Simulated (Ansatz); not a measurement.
# H₄InNS₂: how energies converge with the basis set

The task here is to estimate one member of a computed series from the others.

Computed with Ansatz 0.2.0, Gaussian basis. Level: one geometry, several basis sets.

Plan: PBE0-D4/def2-SVP; ωB97M-V/def2-SVP; PBE0-D4/def2-QZVPP; ωB97M-V/def2-QZVPP; the functionals' def2-TZVPP values are taken from earlier runs.

1 further run of the same task is left out (for a known fault of the program).

### The geometry

An earlier PBE0-D4 in a triple-zeta def2 set relaxation fixed the geometry. In takes the def2 core potential; no spin-orbit term is included.

SMILES `[NH2][In]([SH])[SH]`, 8 atoms, charge 0, spin multiplicity 1.

Atoms are counted from 1 here; the program's logs count them from 0.

Bond lengths: N1–In2 2.012 Å, N1–H5 1.010 Å, N1–H6 1.010 Å, In2–S3 2.381 Å, In2–S4 2.381 Å, S3–H7 1.343 Å, S4–H8 1.343 Å. Angles: In2–N1–H5 116.8°, In2–N1–H6 116.8°, H5–N1–H6 109.2°, N1–In2–S3 119.1°, N1–In2–S4 119.1°, S3–In2–S4 121.6°, In2–S3–H7 93.6°, In2–S4–H8 93.6°.

Set-up of the first run:

in.yaml

```yaml
crystal:
  periodic: [false, false, false]
  atoms:
    - {symbol: N, position_ang: [-0.957585, 1.754393, -0.323139]}
    - {symbol: In, position_ang: [-0.002054, 0.018046, 0.023160]}
    - {symbol: S, position_ang: [2.363723, -0.070151, -0.228677]}
    - {symbol: S, position_ang: [-1.238342, -1.836460, 0.860103]}
    - {symbol: H, position_ang: [-1.943587, 1.697781, -0.533220]}
    - {symbol: H, position_ang: [-0.516723, 2.396581, -0.965618]}
    - {symbol: H, position_ang: [2.446022, -1.344126, 0.187938]}
    - {symbol: H, position_ang: [-0.151445, -2.616064, 0.979443]}
basis:
  gaussian: {orbitals: def2-SVP}
hamiltonian: {xc: pbe0, dispersion: d4}
output: {orbitals: {seedname: orbitals}}
```

Run with:

```console
$ ansatz run in.yaml --threads 4 --pin off --events-out ev --progress --plain --max-ram 10444MiB
```

Steps of the session up to this table: PBE0-D4 in def2-SVP; ωB97M-V in def2-SVP; PBE0-D4 in def2-QZVPP; ωB97M-V in def2-QZVPP.

One table of the session follows, with a row left open; its other results are not shown here.

It belongs to the step «Density functionals: the series». 

| functional | basis | HOMO (eV) |
| --- | --- | --- |
| PBE0-D4 | def2-SVP | -7.10 |
| PBE0-D4 | def2-TZVPP | -7.36 |
| PBE0-D4 | def2-QZVPP | -7.41 |
| ωB97M-V | def2-SVP | -9.36 |
| ωB97M-V | def2-TZVPP | ? |
| ωB97M-V | def2-QZVPP | -9.66 |

Estimate the missing values for ωB97M-V, def2-TZVPP.

The run gave: HOMO (eV): -9.61. In the column «HOMO (eV)» it lies between ωB97M-V, def2-QZVPP (-9.66) and ωB97M-V, def2-SVP (-9.36).
